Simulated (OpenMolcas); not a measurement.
# One shape, several levels: [GeH5]− (SMILES [H][Ge-]([H])([H])([H])[H])

Aim: a comparison of 6 runs (HF/def2-TZVPP, B2PLYP/def2-TZVPP, B3LYP/def2-TZVPP, SVWN5/def2-TZVPP, r2SCAN/def2-TZVPP, revPBE/def2-TZVPP) of [GeH5]−. 

Program for the calculation: OpenMolcas 26.06.

### 1 The molecule

The species is [GeH5]− (6 atoms), meant as a singlet with charge -1. As SMILES, `[H][Ge-]([H])([H])([H])[H]`. Geometry: a GFN2-xTB relaxation, a rough one for these elements and not checked as a minimum.

Bond lengths: Ge1–H2 1.762 Å, Ge1–H3 1.782 Å, Ge1–H4 1.515 Å, Ge1–H5 1.514 Å, Ge1–H6 1.514 Å. Angles: H2–Ge1–H3 179.8°, H2–Ge1–H4 90.4°, H2–Ge1–H5 90.0°, H2–Ge1–H6 90.3°, H3–Ge1–H4 89.6°, H3–Ge1–H5 89.8°, H3–Ge1–H6 89.8°, H4–Ge1–H5 120.0°, H4–Ge1–H6 120.0°, H5–Ge1–H6 120.0°.

### 2 Energy and forces at HF/def2-TZVPP (run 1)

job.input reads:

```
&gateway
 baslib=$CurrDir
 coord
 6
 angstrom
 Ge       0.000170      -0.001050       0.006590
 H       -0.023480      -0.005740       1.768690
 H        0.022000       0.009450      -1.774870
 H        1.514900       0.010990       0.015670
 H       -0.767040       1.304120       0.000050
 H       -0.746540      -1.317780      -0.016130
 basis=def2-TZVPP
 group=NoSym

&seward

&scf
 charge=-1
 thresholds=1e-10 1e-07 1e-07 1e-05
 prorbitals=1 2

&alaska
```

The basis set def2-TZVPP is read from a file made from the Basis Set Exchange's data (not shown).

Command:

```
$ export MOLCAS_MEM=1860
$ pymolcas job.input > job.log
```

Output:

```text
--- Start Module: gateway ---
[...]
--- Stop Module: gateway /rc=_RC_ALL_IS_WELL_ ---
[...]
      Basis functions          118
[...]
--- Start Module: scf ---
[...]
       Convergence after  14 Iterations
[...]
::    Total SCF energy                              -2078.1754291212
[...]
      Total spin, S                                     0.0000000000
[...]
      Total electronic charge=   38.000000
      Total            charge=   -1.000000
[...]
      Dipole Moment (debye):
      Origin of the operator (angstrom)=    0.0002   -0.0010    0.0061
                   X=  3.3777E-04               Y= -1.3333E-02               Z=  1.5545E-01           Total=  1.5602E-01
      Center of Charge (angstrom)
[...]
--- Stop Module: scf /rc=_RC_ALL_IS_WELL_ ---
[...]
--- Start Module: alaska ---
[...]
 *              Molecular gradients               *
 **************************************************
  Irreducible representation: a
 ------------------------------------------------------------------------------------------
                              X                       Y                       Z
 ------------------------------------------------------------------------------------------
  GE1              -1.89961515110403E-04   -3.50908252382626E-04    1.28344378576290E-03
  H2               -2.12862951177173E-04    2.84778609640549E-04   -5.67600639335808E-04
  H3                9.15672697195460E-05    3.89549214914256E-05   -5.46662981576684E-04
  H4               -1.68895754292553E-02   -7.81051068742267E-05   -4.70456398336424E-04
  H5                8.75417677751988E-03   -1.48850099476059E-02    2.26519903866438E-04
  H6                8.44665584828164E-03    1.49902897757190E-02    7.47563295678544E-05
 ------------------------------------------------------------------------------------------
--- Stop Module: alaska /rc=_RC_ALL_IS_WELL_ ---
[...]
```

It took 19 s on 1 thread of Arm Neoverse V2, shared host; peak memory 0.74 GiB.

### 3 A single-point energy at B2PLYP/def2-TZVPP (run 2)

run.inp reads:

```
&gateway
baslib = $CurrDir
coord
6
angstrom
Ge       0.000170      -0.001050       0.006590
H       -0.023480      -0.005740       1.768690
H        0.022000       0.009450      -1.774870
H        1.514900       0.010990       0.015670
H       -0.767040       1.304120       0.000050
H       -0.746540      -1.317780      -0.016130
basis = def2-TZVPP
group = NoSym
&seward
gridinput
Grid=UltraFine
End of Grid
&scf
charge = -1
ksdft = B2PLYP_SCF
thresholds = 1e-10 1e-07 1e-07 1e-05
prorbitals = 1 1
&mbpt2
frozen = 9
```

The basis set def2-TZVPP is read from a file made from the Basis Set Exchange's data (not shown).

Command:

```
$ export MOLCAS_MEM=1860
$ pymolcas run.inp > run.log
```

Output:

```text
--- Start Module: gateway ---
[...]
--- Stop Module: gateway /rc=_RC_ALL_IS_WELL_ ---
[...]
      Basis functions          118
[...]
--- Start Module: scf ---
[...]
       Convergence after  16 Iterations
[...]
::    Total KS-DFT energy                           -2079.4478521054
[...]
      Total spin, S                                     0.0000000000
[...]
      Total electronic charge=   38.000000
      Total            charge=   -1.000000
[...]
      Dipole Moment (debye):
      Origin of the operator (angstrom)=    0.0002   -0.0010    0.0061
                   X=  3.0117E-04               Y= -1.2713E-02               Z=  1.4730E-01           Total=  1.4785E-01
      Center of Charge (angstrom)
[...]
--- Stop Module: scf /rc=_RC_ALL_IS_WELL_ ---
[...]
--- Start Module: mbpt2 ---
[...]
 ###    WARNING: MP2 implementation intended for RHF references only         ###
 ###############################################################################
MBPT2 WARNING: Reference function according to RunFile:KS-DFT
I'll assume you know what you're doing and continue
WARNING!
Default frozen orbitals as non valence orbitals is overwritten by user input.
Default values:  14
[...]
       Reference weight ( Cref**2 )         =        0.87104
::    Total MBPT2 energy                            -2079.8329227221
[...]
      Total MBPT2 calculations                           0.62      0.68
--- Stop Module: mbpt2 /rc=_RC_ALL_IS_WELL_ ---
[...]
```

Run time: 43 s. Hardware: 1 thread of Arm Neoverse V2, shared host; peak memory 0.74 GiB.

Runs 3 to 5 aren't shown in full; the table further down has their settings and results.

### 4 Energy and gradient at revPBE/def2-TZVPP (run 6)

test.inp reads:

```
&GATEWAY
  BasLib=$CurrDir
  Coord
  6
  angstrom
  Ge       0.000170      -0.001050       0.006590
  H       -0.023480      -0.005740       1.768690
  H        0.022000       0.009450      -1.774870
  H        1.514900       0.010990       0.015670
  H       -0.767040       1.304120       0.000050
  H       -0.746540      -1.317780      -0.016130
  Basis=def2-TZVPP
  Group=NoSym

&SEWARD
  GridInput
  Grid=UltraFine
  End of Grid

&SCF
  Charge=-1
  KSDFT=revPBE
  Thresholds=1e-10 1e-07 1e-07 1e-05
  PrOrbitals=1

&ALASKA
```

The basis set def2-TZVPP is read from a file made from the Basis Set Exchange's data (not shown).

Command:

```
$ export MOLCAS_MEM=1860
$ pymolcas test.inp > test.log
```

Output:

```text
--- Start Module: gateway ---
[...]
--- Stop Module: gateway /rc=_RC_ALL_IS_WELL_ ---
[...]
      Basis functions          118
[...]
--- Start Module: scf ---
[...]
       Convergence after  15 Iterations
[...]
::    Total KS-DFT energy                           -2079.7728139395
[...]
      Total spin, S                                     0.0000000000
[...]
      Total electronic charge=   38.000000
      Total            charge=   -1.000000
[...]
      Dipole Moment (debye):
      Origin of the operator (angstrom)=    0.0002   -0.0010    0.0061
                   X=  1.6124E-04               Y= -1.1797E-02               Z=  1.3651E-01           Total=  1.3702E-01
      Center of Charge (angstrom)
[...]
--- Stop Module: scf /rc=_RC_ALL_IS_WELL_ ---
[...]
--- Start Module: alaska ---
[...]
 *              Molecular gradients               *
 **************************************************
  Irreducible representation: a
 ------------------------------------------------------------------------------------------
                              X                       Y                       Z
 ------------------------------------------------------------------------------------------
  GE1              -1.91772922823831E-04   -2.78708192524249E-04    1.45429685754365E-03
  H2               -1.54002050812216E-04    2.49842741289715E-04   -2.49750202129695E-03
  H3                5.33690343085605E-05    2.89006790668740E-05    1.20778148626366E-03
  H4               -2.14406161724705E-02   -1.27899933321539E-04   -4.77551788012974E-04
  H5                1.10349149995668E-02   -1.87747337275441E-02    1.82166524893786E-04
  H6                1.06981071122068E-02    1.89025984330629E-02    1.30808940577709E-04
 ------------------------------------------------------------------------------------------
--- Stop Module: alaska /rc=_RC_ALL_IS_WELL_ ---
[...]
```

Wall time 47 s (1 thread of Arm Neoverse V2, shared host); peak memory 0.74 GiB.

### 5 Overview of the runs

| run | level | task | frozen core orbitals | energy (Eh) | HOMO energy (eV) | LUMO energy (eV) | HOMO–LUMO gap (eV) | wall time |
| --- | --- | --- | --- | --- | --- | --- | --- | --- |
| 1 | HF/def2-TZVPP | gradient | – | -2078.175429 | -2.21 | 8.63 | 10.84 | 19 s |
| 2 | B2PLYP/def2-TZVPP | energy | 9 | -2079.551821 | -0.55 | 6.77 | 7.32 | 43 s |
| 3 | B3LYP/def2-TZVPP | gradient | – | -2079.993179 | 0.56 | 5.46 | 4.90 | 48 s |
| 4 | SVWN5/def2-TZVPP | gradient | – | -2076.725200 | 1.50 | 4.75 | 3.25 | 35 s |
| 5 | r2SCAN/def2-TZVPP | gradient | – | -2079.920462 | 1.25 | 5.36 | 4.11 | 59 s |
| 6 | revPBE/def2-TZVPP | gradient | – | -2079.772814 | 1.50 | 5.08 | 3.59 | 47 s |

### 6 Results

| quantity | value |
| --- | --- |
| run 6: total energy | -2079.77281 Eh |
| run 6: HOMO energy | 1.50 eV |
| run 6: LUMO energy | 5.08 eV |
| run 6: HOMO–LUMO gap (to an unbound level, set by the basis) | 3.59 eV |
| run 6: largest force on an atom | 1.120 eV/Å |

**Reading.** The HOMO–LUMO gap runs from 3.25 eV (SVWN5/def2-TZVPP) to 10.84 eV (HF/def2-TZVPP). Exact exchange widens orbital gaps. The empty levels of an anion lie above zero and hang on the basis. For B2PLYP the log adds the whole second-order term; the table takes 0.27 of it, as the functional is defined. Totals of different functionals can't be ranked against each other. In runs 3, 4, 5, 6 the HOMO lies above zero, so the outermost electron may be held by the basis alone. All runs together took 4.2 min, the longest 59 s.
